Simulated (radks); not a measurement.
# Valence configurations of Zn³⁺

The task here is to estimate one member of a computed series from the others.

Method: scalar-relativistic Kohn-Sham, PBE, spin-polarised, spherical densities, finite nucleus; open shells are filled with parallel spins first. Code: radks (a radial shooting solver on a logarithmic mesh, Libxc functionals) version 1.

## The system

```
element            : zinc (Z = 30)
charge             : +3
electrons          : 27
configuration      : [Ar] 3d9
nuclear rms radius : 3.9283 fm
others tried       : 3d8 4p1; 3d6 4s2 4p1; 3d7 4p2; 3d8.5 4p0.5; 3d6 4s1 4p2; 3d8 4s1; 3d8.5 4s0.5
```

Outer shells as boxes (Hund's rule):

Zn³⁺
```
[Ar] core
3d [↑↓][↑↓][↑↓][↑↓][↑ ]
```

The first run:

Settings of this run:

```text
Z 30
configuration [Ar] 3d9
relativity scalar-relativistic
functional pbe,pbe
spin polarised
nucleus finite rms 3.9283 fm
c 137.035999084
```

Steps of the session up to this table: [Ar] 3d9.

One table of the session follows, with a row left open; its other results are not shown here.

It belongs to the step «[Ar] 3d9». From the orbitals of this run (lengths in bohr):

| level | <r> | outermost maximum (interpolated) | 90 % within | nodes |
| --- | --- | --- | --- | --- |
| 2p up | 0.1983 | 0.152 | 0.324 | 0 |
| 2p down | 0.1982 | 0.152 | 0.324 | 0 |
| 3s up | 0.6773 | 0.587 | 1.01 | 2 |
| 3s down | 0.6779 | 0.587 | 1.01 | 2 |
| 3p up | 0.7058 | 0.591 | 1.09 | 1 |
| 3p down | ? | ? | ? | ? |
| 3d up | 0.8173 | 0.559 | 1.39 | 0 |
| 3d down | 0.8236 | 0.560 | 1.40 | 0 |

Estimate the missing values for 3p down.

As computed: <r>: 0.7069; outermost maximum (interpolated): 0.591; 90 % within: 1.09; nodes: 1. In the column «<r>» it lies between 3p up (0.7058) and 3d up (0.8173).
